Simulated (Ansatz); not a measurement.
# Al32P: the cost of one run

Method: DFT PBE, plane waves, PAW, scalar-relativistic, no spin polarisation, in Ansatz 0.2.0.

**1. The starting structure**

The cell holds 33 atoms (Al32P): a = 8.100 Å, b = 8.100 Å, c = 8.100 Å, α = 90.00°, β = 90.00°, γ = 90.00°.

Its coordinates follow in the input file.

**2. Preparing the start**

The input, input.yaml:

```yaml
accuracy: low
crystal:
  lattice:
    - [8.1, 0.0, 0.0]
    - [0.0, 8.1, 0.0]
    - [0.0, 0.0, 8.1]
  atoms:
    - { symbol: Al, position: [0.5, 0.0, 0.0] }
    - { symbol: Al, position: [0.75, 0.25, 0.0] }
    - { symbol: Al, position: [0.75, 0.0, 0.25] }
    - { symbol: Al, position: [0.0, 0.0, 0.0] }
    - { symbol: Al, position: [0.25, 0.25, 0.0] }
    - { symbol: Al, position: [0.5, 0.5, 0.0] }
    - { symbol: Al, position: [0.75, 0.75, 0.0] }
    - { symbol: Al, position: [0.25, 0.0, 0.25] }
    - { symbol: Al, position: [0.5, 0.25, 0.25] }
    - { symbol: Al, position: [0.75, 0.5, 0.25] }
    - { symbol: Al, position: [0.5, 0.0, 0.5] }
    - { symbol: Al, position: [0.75, 0.25, 0.5] }
    - { symbol: Al, position: [0.75, 0.0, 0.75] }
    - { symbol: Al, position: [0.0, 0.5, 0.0] }
    - { symbol: Al, position: [0.25, 0.75, 0.0] }
    - { symbol: Al, position: [0.0, 0.25, 0.25] }
    - { symbol: Al, position: [0.25, 0.5, 0.25] }
    - { symbol: Al, position: [0.5, 0.75, 0.25] }
    - { symbol: Al, position: [0.0, 0.0, 0.5] }
    - { symbol: Al, position: [0.25, 0.25, 0.5] }
    - { symbol: Al, position: [0.5, 0.5, 0.5] }
    - { symbol: Al, position: [0.75, 0.75, 0.5] }
    - { symbol: Al, position: [0.25, 0.0, 0.75] }
    - { symbol: Al, position: [0.5, 0.25, 0.75] }
    - { symbol: Al, position: [0.75, 0.5, 0.75] }
    - { symbol: Al, position: [0.0, 0.75, 0.25] }
    - { symbol: Al, position: [0.0, 0.5, 0.5] }
    - { symbol: Al, position: [0.25, 0.75, 0.5] }
    - { symbol: Al, position: [0.0, 0.25, 0.75] }
    - { symbol: Al, position: [0.25, 0.5, 0.75] }
    - { symbol: Al, position: [0.5, 0.75, 0.75] }
    - { symbol: Al, position: [0.0, 0.75, 0.75] }
    - { symbol: P, position: [0.3738483, 0.6242328, 0.3778997] }
basis:
  ecutwfc: 420.0
kpoints:
  mp_grid: { grid: [2, 2, 2] }
hamiltonian:
  xc: pbe
  pseudopotentials: { kind: paw, azcp: { folder: soft_1 } }
scf:
  occupations: { method: fermi_dirac, width: 0.1 }
  lower_state_search: "off"
relax:
  f_tol: 0.08
  max_steps: 25
  adjacent_minimum: "off"
output:
  write_density: true
  write_potential: true
  elf: true
  volumetric_format: npy
```

The run is started by

```console
$ ansatz run input.yaml --threads 2 --pin off --max-ram 5120MiB --backend cpu --events-out ev --progress --plain --runs-dir out
```

What time and memory should one allow on 2 threads of Intel Xeon Platinum 8259CL at 2.50GHz (Skylake/Cascade Lake), shared host?

About 76 s, with a peak of 1.1 GiB.
